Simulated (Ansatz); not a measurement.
# CoNiO2 (P4/mmm) in Ansatz: equation of state

Aim: energy against volume of CoNiO2 in PBEsol, for its equilibrium volume and stiffness.

All numbers are computed with Ansatz 0.2.0; they aren't measurements. Logs are shortened: lines on timing, memory, paths and dates and some standing lists are left out, and cuts for length are marked.

### Step 1. The crystal as given

Symmetry: P4/mmm, No. 123, tetragonal system. The conventional cell has a = 3.014 Å, b = 3.014 Å, c = 4.222 Å, α = 90.00°, β = 90.00°, γ = 90.00°. Ni (site symmetry 4/mmm) is surrounded by 6 O at 2.11 to 2.13 Å. Co (site symmetry 4/mmm) is surrounded by 6 O at 2.11 to 2.13 Å. O (site symmetry 4/mmm) is surrounded by 2 Ni at 2.11 Å and 4 Co at 2.13 Å. O (site symmetry 4/mmm) has 2 Co at 2.11 Å and 4 Ni at 2.13 Å as nearest neighbours.

The cell comes from a database or a generator and needn't be the stable form of this composition.

### Step 2. Single point, PBEsol, collinear spin, ferromagnetic start, 9.02 Å³/atom (volume scaled by 0.94)

input.yaml

```yaml
crystal:
  lattice:
    - [2.9527987338, 0.0, 0.0]
    - [0.0, 2.9527987338, 0.0]
    - [0.0, 0.0, 4.136091733]
  atoms:
    - { symbol: Ni, position: [0.0, 0.0, 0.0], spin: 1.0 }
    - { symbol: Co, position: [0.5, 0.5, 0.5], spin: 2.0 }
    - { symbol: O, position: [0.0, 0.0, 0.5] }
    - { symbol: O, position: [0.5, 0.5, 0.0] }
hamiltonian:
  xc: pbesol
  pseudopotentials: { kind: paw }
magnetization:
  spin_polarized: true
kpoints:
  mp_grid: { grid: [9, 9, 6] }
scf:
  occupations: { method: fermi_dirac, width: 0.05 }
output:
  forces: true
  stress: true
  eigenvalues: true
  write_density: true
  write_potential: true
  elf: true
  volumetric_format: npy
```

Potentials or basis: Ansatz PAW.

The run is started by

```sh
$ ansatz run input.yaml --threads 2 --pin off --max-ram 5632MiB --backend cpu --events-out ev --progress --plain --runs-dir out
```

The log of the run:

```text
Warning: RAYON_NUM_THREADS=2 ignored (pool sized by the plan → 2); use --threads N
Engine: ansatz 0.2.0, aarch64-unknown-linux-gnu
Pseudopotentials: kind: paw
Pseudopotential: Ni, paw, valence charge 18, recommended cutoff 420 eV (normal), Ni.paw.azcp
Pseudopotential: Co, paw, valence charge 17, recommended cutoff 420 eV (normal), Co.paw.azcp
Pseudopotential: O, paw, valence charge 6, recommended cutoff 420 eV (normal), O.paw.azcp
Functional definition: PBEsol
  exchange = pbesol_x
  correlation = pbesol_c
Crystal: 4 atoms, lattice volume = 36.063 Å³
Basis set: ecut = 420 eV, 681 PW (Γ), exchange–correlation on 40×40×60 points (8 copies of the dense FFT grid, shifted against one another)
Bands: 30, of which v1, the nominal top of the filled ones, is band 24 counted from 1 (23 counted from 0)
Symmetry: 16 space group operations
Space group: P4/mmm (ITA 123), of the structure as read, at distance tolerance 3.3e-5 Å
Magnetic group: BNS 123.339 (UNI 999), of the structure as read, at distance tolerance 3.3e-5 Å
k-points: 60 of 486
Non-local potential: Ni, projectors of the file, l = 0: 3, l = 1: 2, l = 2: 3, l = 3: 1
Non-local potential: Co, projectors of the file, l = 0: 3, l = 1: 2, l = 2: 3, l = 3: 1
Non-local potential: O, projectors of the file, l = 0: 2, l = 1: 2, l = 2: 1
PAW form: soft (Blöchl's): semilocal exchange-correlation on the pseudo side does not see the compensation charge
PAW frozen core: Ni, regenerated for the run's functional, and the local potential with it (the file was generated under x = pbe(κ = 0.804, μ = 0.2195149727645171), c = pbe(β = 0.06672455060314922))
PAW frozen core: Co, regenerated for the run's functional, and the local potential with it (the file was generated under x = pbe(κ = 0.804, μ = 0.2195149727645171), c = pbe(β = 0.06672455060314922))
PAW frozen core: O, regenerated for the run's functional, and the local potential with it (the file was generated under x = pbe(κ = 0.804, μ = 0.2195149727645171), c = pbe(β = 0.06672455060314922))
PAW one-centre angular grid: Ni, 590 points (default); XC on 64 Gauss nodes
PAW one-centre angular grid: Co, 590 points (default); XC on 64 Gauss nodes
PAW one-centre angular grid: O, 110 points (default); XC on 64 Gauss nodes
Initial density: superposition of atomic densities (chi_scale 0.1, normalization cell, long waves kept (reshape's long-wave potential 0.00 eV rms))
Starting moments: Σ|m| = 3 μB on 2 of 4 sites
Initial wavefunctions: pseudopotential atomic-orbital guess
Functional: x = pbesol(κ = 0.804, μ = 0.12345679012345678), c = pbesol(β = 0.046)
SCF iter   1: F=—  HF=-12014.101749 eV  |F-HF|=—  |Δ(HF+E_count)|=         —  Δρ=1.60e-1 (↑8.96e-2 ↓1.60e-1)  dr2=1.49e1  dr2_m=8.37e-1  M=2.335 μB ∫|m|=2.335 μB  β_m=0.30  ethr=3.10e-3  ⟨swp⟩=5.5  Hψ=12409  notcnv=0
Mixer restart at iter 1: flushing history
preconditioner: auto → Kerker (q_TF=auto, 2.851 Å⁻¹)  [metal: Δε(μ)=0.002 eV  Ē_g=10.553 eV  σ=0.050 eV  W_gap=0.01  n_scr=14 (ndim 8)  ℏωp=34.4 eV  f_vac=0.000  D(μ)=6.69/eV (n_scr^D=122)]
spin=Collinear: Kerker preconditioning applied to the charge; magnetization (m = ρ↑ − ρ↓) channel mixes plain (no charge-response kernel on spin).
SCF iter   2: F=—  HF=-12015.532747 eV  |F-HF|=—  |Δ(HF+E_count)|=    1.43e0  Δρ=5.63e-2 (↑5.07e-2 ↓5.63e-2)  dr2=1.63e0  dr2_m=3.98e-1  M=3.022 μB ∫|m|=3.022 μB  β_m=0.36  ethr=3.10e-3  ⟨swp⟩=3.0  Hψ=8424  notcnv=0  defer=41
SCF iter   3: F=—  HF=-12016.266570 eV  |F-HF|=—  |Δ(HF+E_count)|=   7.34e-1  Δρ=4.13e-2 (↑2.92e-2 ↓4.13e-2)  dr2=6.03e-1  dr2_m=2.20e-1  M=3.148 μB ∫|m|=3.149 μB  β_m=0.57  ethr=3.10e-3  ⟨swp⟩=2.0  Hψ=5168  notcnv=0  defer=42
SCF iter   4: F=—  HF=-12016.575002 eV  |F-HF|=—  |Δ(HF+E_count)|=   3.08e-1  Δρ=2.43e-2 (↑1.92e-2 ↓2.43e-2)  dr2=2.81e-1  dr2_m=2.80e-2  M=3.348 μB ∫|m|=3.353 μB  β_m=0.49  ethr=1.28e-3  ⟨swp⟩=3.3  Hψ=6461  notcnv=0  defer=42
SCF iter   5: F=—  HF=-12016.523169 eV  |F-HF|=—  |Δ(HF+E_count)|=         —  Δρ=1.42e-2 (↑7.02e-3 ↓1.42e-2)  dr2=3.78e-2  dr2_m=2.26e-2  M=3.426 μB ∫|m|=3.435 μB  β_m=0.49  ethr=5.99e-4  ⟨swp⟩=2.3  Hψ=6229  notcnv=0  defer=54
Mixer restart at iter 5: flushing history
SCF iter   6: F=—  HF=-12016.533225 eV  |F-HF|=—  |Δ(HF+E_count)|=   1.01e-2  Δρ=8.17e-3 (↑4.77e-3 ↓8.17e-3)  dr2=7.03e-3  dr2_m=1.12e-2  M=3.448 μB ∫|m|=3.459 μB  β_m=0.75  ethr=8.05e-5  ⟨swp⟩=2.2  Hψ=5396  notcnv=0  defer=54
SCF iter   7: F=—  HF=-12016.540881 eV  |F-HF|=—  |Δ(HF+E_count)|=   7.66e-3  Δρ=4.30e-3 (↑3.50e-3 ↓4.30e-3)  dr2=7.39e-3  dr2_m=1.79e-3  M=3.484 μB ∫|m|=3.496 μB  β_m=0.70  ethr=1.49e-5  ⟨swp⟩=2.0  Hψ=6737  notcnv=0  defer=54
SCF iter   8: F=—  HF=-12016.538015 eV  |F-HF|=—  |Δ(HF+E_count)|=   2.87e-3  Δρ=3.98e-3 (↑9.66e-4 ↓3.98e-3)  dr2=3.59e-3  dr2_m=1.58e-3  M=3.479 μB ∫|m|=3.492 μB  β_m=0.85  ethr=1.49e-5  ⟨swp⟩=2.0  Hψ=7215  notcnv=0  defer=54
SCF iter   9: F=—  HF=-12016.539169 eV  |F-HF|=—  |Δ(HF+E_count)|=   1.15e-3  Δρ=2.54e-3 (↑2.54e-3 ↓2.07e-3)  dr2=3.66e-3  dr2_m=1.70e-4  M=3.468 μB ∫|m|=3.481 μB  β_m=0.73  ethr=7.63e-6  ⟨swp⟩=2.0  Hψ=6311  notcnv=0  defer=55
SCF iter  10: F=—  HF=-12016.538260 eV  |F-HF|=—  |Δ(HF+E_count)|=         —  Δρ=1.09e-3 (↑4.85e-4 ↓1.09e-3)  dr2=2.77e-4  dr2_m=9.19e-5  M=3.467 μB ∫|m|=3.480 μB  β_m=0.73  ethr=7.63e-6  ⟨swp⟩=2.0  Hψ=6846  notcnv=0  defer=54
Mixer restart at iter 10: flushing history
SCF iter  11: F=—  HF=-12016.538292 eV  |F-HF|=—  |Δ(HF+E_count)|=   3.23e-5  Δρ=8.60e-4 (↑8.60e-4 ↓7.25e-4)  dr2=5.44e-4  dr2_m=6.44e-6  M=3.468 μB ∫|m|=3.480 μB  β_m=0.73  ethr=5.90e-7  ⟨swp⟩=2.0  Hψ=6622  notcnv=0  defer=54
SCF iter  12: F=—  HF=-12016.538214 eV  |F-HF|=—  |Δ(HF+E_count)|=   7.84e-5  Δρ=4.54e-4 (↑1.90e-4 ↓4.54e-4)  dr2=6.67e-5  dr2_m=1.47e-5  M=3.470 μB ∫|m|=3.483 μB  β_m=0.69  ethr=5.90e-7  ⟨swp⟩=2.0  Hψ=6587  notcnv=0  defer=54
SCF iter  13: F=—  HF=-12016.538081 eV  |F-HF|=—  |Δ(HF+E_count)|=   1.33e-4  Δρ=3.01e-4 (↑1.13e-4 ↓3.01e-4)  dr2=2.31e-5  dr2_m=6.32e-6  M=3.471 μB ∫|m|=3.484 μB  β_m=0.65  ethr=1.42e-7  ⟨swp⟩=2.0  Hψ=5735  notcnv=0  defer=54
SCF iter  14: F=—  HF=-12016.538073 eV  |F-HF|=—  |Δ(HF+E_count)|=   8.19e-6  Δρ=8.33e-5 (↑5.95e-5 ↓8.33e-5)  dr2=1.61e-6  dr2_m=8.93e-7  M=3.472 μB ∫|m|=3.485 μB  β_m=0.69  ethr=4.91e-8  ⟨swp⟩=2.0  Hψ=6236  notcnv=0  defer=54
SCF iter  15: F=—  HF=-12016.538073 eV  |F-HF|=—  |Δ(HF+E_count)|=   2.68e-7  Δρ=6.93e-5 (↑2.06e-5 ↓6.93e-5)  dr2=1.19e-6  dr2_m=3.89e-7  M=3.472 μB ∫|m|=3.485 μB  β_m=0.84  ethr=3.43e-9  ⟨swp⟩=2.1  Hψ=4439  notcnv=0  defer=54
SCF iter  16: F=—  HF=-12016.538073 eV  |F-HF|=—  |Δ(HF+E_count)|=   4.17e-8  Δρ=2.52e-5 (↑3.84e-6 ↓2.52e-5)  dr2=2.24e-7  dr2_m=4.42e-8  M=3.471 μB ∫|m|=3.485 μB  β_m=0.92  ethr=2.53e-9  ⟨swp⟩=2.0  Hψ=4328  notcnv=0  defer=54
SCF iter  17: F=—  HF=-12016.538073 eV  |F-HF|=—  |Δ(HF+E_count)|=   9.04e-9  Δρ=9.53e-6 (↑1.61e-6 ↓9.53e-6)  dr2=4.67e-8  dr2_m=5.53e-9  M=3.471 μB ∫|m|=3.485 μB  β_m=0.88  ethr=4.77e-10  ⟨swp⟩=1.8  Hψ=4187  notcnv=0  defer=54
SCF iter  18: F=-12016.538073 eV  HF=-12016.538073 eV  |F-HF|=8.43e-9  |Δ(HF+E_count)|=   2.43e-9  Δρ=5.83e-6 (↑1.96e-6 ↓5.83e-6)  dr2=1.12e-8  dr2_m=2.67e-9  M=3.472 μB ∫|m|=3.485 μB  ethr=9.93e-11  ⟨swp⟩=7.3  Hψ=20912  notcnv=0
SCF 1 converged in 18 iterations: F = -12016.538073 eV  dr2 = 1.12e-8
SCF converged after 18 iterations
Magnetization: 3.4715 μB (25.2358 up, 21.7642 down)
Absolute magnetization: 3.4846 μB (∫|ρ↑−ρ↓|, with the PAW one-centre terms)
Spin contamination: 0.0204 ħ² per cell (⟨S²⟩ above its minimum at these occupations)
Per-site moments (μB) at R_I (Å): [(0.7429562144086989, 0.8530689199312499), (2.1945789609560253, 0.8530689199312499), (0.21608581855143175, 0.8530689199312499), (0.15747613312614755, 0.8530689199312499)]
Free energy (F): -12016.538073 eV
Harris-Foulkes:  -12016.538073 eV  (|F-HF|=8.43e-9)
Internal energy: -12016.482646 eV  (E = F + TS)
E sigma→0 (E₀):  -12016.510360 eV
Entropy (-TS):   -0.055427 eV (-13.857 meV/atom)
Fermi energy:    14.832804 eV
--- Per-component energies (eV) ---
  E_band       = -597.683638
  E_kinetic    = 1072.522136
  E_local      = -7319.107900  (includes V_loc(G=0)·N_el)
  E_nonlocal   = 1210.981485
  E_hartree    = 3013.323994
  E_xc         = -381.777254
  E_vxc        = -492.798575  (∫ρ·V_xc dr)
  E_paw        = -3391.172361  (= ΣΔE_a)
  E_vpaw       = -1095.934455  (= ΣTr[D̂ρ^β])
  E_aug_tail   = 0.005547  (compensation charges beyond the density's cutoff)
  E_ewald      = -6221.714578
  E_core_change = 0.456284  (= ΣΔE_core)
  E_smearing   = -0.055427  (= −TS)
  E_closure    = 0.000000  (closes the sum)
  Σ components = -12016.538073   (vs F -12016.538073, Δ=0.00e0)
--- Forces (eV/Å), atoms counted from 1 ---
  atom   1  Ni    -0.00000000     0.00000000     0.00000000
  atom   2  Co     0.00000000     0.00000000     0.00000000
  atom   3  O     -0.00000000    -0.00000000     0.00000000
  atom   4  O      0.00000000     0.00000000     0.00000000
  max |Σ_I F_I| component: 3.23e-29 eV/Å
--- Stress (GPa, compression-positive) ---
       -5.260320       0.000000       0.000000
        0.000000      -5.260320       0.000000
        0.000000       0.000000      -3.770343
  P = ⅓ Tr σ = -4.7637 GPa (-47.637 kbar)
--- Band table (eV; the first three rows and the last of 120) ---
  k-point 0 ↑: bands = ["-88.4701", "-81.4685", "-49.0491", "-49.0138", "-49.0138", "-44.9885", "-44.9885", "-44.6918", "-5.9448", "-4.4656", "7.4691", "10.0635", "10.0635", "10.9508", "11.3926", "11.4102", "11.4102", "11.8185", "12.0864", "12.1985", "12.1985", "12.3546", "12.7819", "13.2931", "13.5046", "13.5046", "16.1557", "20.9903", "25.1212", "26.7208"]
  k-point 1 ↑: bands = ["-88.4701", "-81.4685", "-49.0492", "-49.0138", "-49.0138", "-44.9885", "-44.9885", "-44.6919", "-5.8347", "-4.5431", "7.3845", "10.0689", "10.0689", "10.1966", "10.9974", "11.0677", "11.0677", "11.8293", "12.3023", "12.5607", "12.5607", "12.7701", "12.8157", "13.4939", "13.5516", "13.5516", "16.8574", "21.1341", "25.1902", "26.8476"]
  k-point 2 ↑: bands = ["-88.4701", "-81.4686", "-49.0492", "-49.0138", "-49.0138", "-44.9885", "-44.9885", "-44.6922", "-5.5392", "-4.7751", "7.3787", "8.8038", "10.1208", "10.1208", "10.6099", "10.6099", "11.1039", "11.8519", "12.1845", "12.7455", "13.0327", "13.0327", "13.2797", "13.6315", "13.6315", "13.7717", "18.4644", "21.0832", "25.9154", "27.2428"]
  k-point 59 ↓: bands = ["-87.5404", "-78.7669", "-48.1446", "-48.1224", "-48.1224", "-42.2988", "-42.2987", "-42.2013", "-4.0360", "-3.9944", "8.2579", "8.3032", "8.5793", "8.5916", "9.2020", "9.3011", "13.8477", "13.8518", "14.2362", "14.3805", "14.4929", "14.7366", "15.0668", "15.4410", "15.6316", "16.5700", "23.6648", "24.3755", "25.0733", "25.1188"]
```

Run time: 12 s. Hardware: 2 threads of Arm Neoverse V1, shared host; peak memory 0.43 GiB.

Results:

| Property | Result |
| --- | --- |
| Free energy | -12016.5381 eV |
| Pressure | -4.8 GPa |
| Band gap on the k mesh | none (metal or under the smearing width) |
| Net moment | 3.47 μB per cell |
| Absolute moment | 3.48 μB per cell |
| Site moments | Ni +0.74; Co +2.19; O +0.22, +0.16 μB |

Caveat: the pressure holds a Pulay correction of +0.8 GPa for the finite cutoff; semilocal functionals often make such compounds metallic where correlation or magnetic order opens a gap, which also shifts bond lengths; the PAW data sets come from PBE, with cores solved anew for the run's functional, which leaves a small shift of forces and pressure.

### Step 3. Single point, PBEsol, collinear spin, ferromagnetic start, 9.21 Å³/atom (volume scaled by 0.96)

input.yaml, as its differences from that of step 2:

```diff
@@ -2,5 +2,5 @@
   lattice:
-    - [2.9527987338, 0.0, 0.0]
-    - [0.0, 2.9527987338, 0.0]
-    - [0.0, 0.0, 4.136091733]
+    - [2.9735937763, 0.0, 0.0]
+    - [0.0, 2.9735937763, 0.0]
+    - [0.0, 0.0, 4.1652200993]
   atoms:
```

Potentials or basis: Ansatz PAW.

The run is started by

```sh
$ ansatz run input.yaml --threads 2 --pin off --max-ram 5632MiB --backend cpu --events-out ev --progress --plain --runs-dir out
```

Run time: 11 s. Hardware: 2 threads of Arm Neoverse V1, shared host; peak memory 0.43 GiB.

The run converged. Its results:

```
Free energy            : -12016.5080 eV
Pressure               : -7.7 GPa
Band gap on the k mesh : none (metal or under the smearing width)
Net moment             : 3.72 μB per cell
Absolute moment        : 3.73 μB per cell
Site moments           : Ni +0.81; Co +2.32; O +0.24, +0.18 μB
```

Caveat: the pressure holds a Pulay correction of +0.8 GPa for the finite cutoff; semilocal functionals often make such compounds metallic where correlation or magnetic order opens a gap, which also shifts bond lengths; the PAW data sets come from PBE, with cores solved anew for the run's functional, which leaves a small shift of forces and pressure.

### Step 4. Single point, PBEsol, collinear spin, ferromagnetic start, 9.40 Å³/atom (volume scaled by 0.98)

input.yaml, as its differences from that of step 3:

```diff
@@ -2,5 +2,5 @@
   lattice:
-    - [2.9735937763, 0.0, 0.0]
-    - [0.0, 2.9735937763, 0.0]
-    - [0.0, 0.0, 4.1652200993]
+    - [2.9941019676, 0.0, 0.0]
+    - [0.0, 2.9941019676, 0.0]
+    - [0.0, 0.0, 4.1939466629]
   atoms:
@@ -23,5 +23 @@
   eigenvalues: true
-  write_density: true
-  write_potential: true
-  elf: true
-  volumetric_format: npy
```

The run is started by

```sh
$ ansatz run input.yaml --threads 2 --pin off --max-ram 5632MiB --backend cpu --events-out ev --progress --plain --runs-dir out
```

Wall time 16 s (2 threads of Arm Neoverse V1, shared host); peak memory 0.43 GiB.

The run converged. Its results:

* Free energy: -12016.4683 eV
* Pressure: -9.1 GPa
* Band gap on the k mesh: none (metal or under the smearing width)
* Net moment: 4.42 μB per cell
* Absolute moment: 4.44 μB per cell
* Site moments: Ni +1.29; Co +2.39; O +0.30, +0.28 μB

Caveat: the pressure holds a Pulay correction of +0.8 GPa for the finite cutoff; semilocal functionals often make such compounds metallic where correlation or magnetic order opens a gap, which also shifts bond lengths; the PAW data sets come from PBE, with cores solved anew for the run's functional, which leaves a small shift of forces and pressure.

(Part 1 of 2 ends here.)
